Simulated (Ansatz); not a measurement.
**Si2W: how the settings move a single-point run**

How sensitive is a single-point run of Si2W to its settings? A reference run comes first, then one run with altered input.

Program: Ansatz 0.2.0. Level of theory: reference: DFT, PBEsol, PAW with Ansatz's default frozen-core files, scalar-relativistic. These are calculated values, not measurements.

### Step 1. Starting point

Symmetry: I4/mmm, No. 139, tetragonal system. Conventional cell: a = 3.214 Å, b = 3.214 Å, c = 7.830 Å, α = 90.00°, β = 90.00°, γ = 90.00°. Around Si (site symmetry 4mm) lie 1 Si at 1.81 Å and 4 W at 2.45 Å. W (site symmetry 4/mmm) is surrounded by 8 Si at 2.45 Å.

Coordinates:

```cif
data_structure
_symmetry_space_group_name_H-M 'I4/mmm'
_symmetry_Int_Tables_number 139
_cell_length_a 3.2138
_cell_length_b 3.2138
_cell_length_c 7.8299
_cell_angle_alpha 90.000
_cell_angle_beta 90.000
_cell_angle_gamma 90.000
_cell_volume 80.87
loop_
_atom_site_label
_atom_site_type_symbol
_atom_site_symmetry_multiplicity
_atom_site_Wyckoff_symbol
_atom_site_fract_x
_atom_site_fract_y
_atom_site_fract_z
_atom_site_occupancy
Si1 Si 4 e 0.00000 0.00000 0.38429 1
W1 W 2 a 0.00000 0.00000 0.00000 1
```

### Step 2. Reference

Contents of input.yaml:

```yaml
crystal:
  lattice:
    - [-1.6069, 1.6069, 3.91495]
    - [1.6069, -1.6069, 3.91495]
    - [1.6069, 1.6069, -3.91495]
  atoms:
    - { symbol: Si, position: [0.38429, 0.38429, 0.0] }
    - { symbol: Si, position: [0.61571, 0.61571, 0.0] }
    - { symbol: W, position: [0.0, 0.0, 0.0] }
kpoints:
  mp_grid: { grid: [13, 13, 13] }
scf:
  occupations: { method: fermi_dirac, width: 0.05 }
hamiltonian:
  xc: pbesol
  pseudopotentials: { kind: paw }
output:
  forces: true
  stress: true
  eigenvalues: true
  efg: { contact_densities: true }
  populations: true
```

Run with:

```
> ansatz run input.yaml --threads 1 --pin off --max-ram 3072MiB --backend cpu --events-out ev --progress --plain --runs-dir out
```

### Step 3. Variant: chi_scale 0.3

input.yaml, as its differences from that of step 2:

```diff
@@ -13,2 +13,3 @@
   occupations: { method: fermi_dirac, width: 0.05 }
+  initial_density: { chi_scale: 0.3 }
 hamiltonian:
```

**Question.** What will these runs give? Wanted: for each run, ending; energy change; pressure; gap; force.

**Answer**, as computed:

```csv
run,ending,energy change,pressure (GPa),gap (eV),force (eV/Å),cycles,time
reference,converged,0,48.3,0.00,18.20,6,10 s
1: chi_scale 0.3,converged,0.0 meV/atom,48.3,0.00,18.20,8,12 s
```

Residual by cycle in the longest SCF loop of each run; runs are numbered as in the table. The quantity is the density residual dr2, in eV.

```csv
cycle,reference,run 1
1,0.0476,5.34
2,0.0113,0.64
3,3.4e-4,0.0671
4,1.9e-5,0.00212
5,2.0e-7,2.6e-4
6,8.4e-9,1.1e-5
7,-,1.3e-7
8,-,2.3e-9
```

What this shows: The changed start doesn't alter the result here (within 0.5 meV/atom). Cost: 8 SCF cycles against 6. The structure is not at rest: the sound run finds 48 GPa, so these are no properties of the relaxed crystal. The reference leaves spin out although W can carry a moment, so its state need not be the lowest.
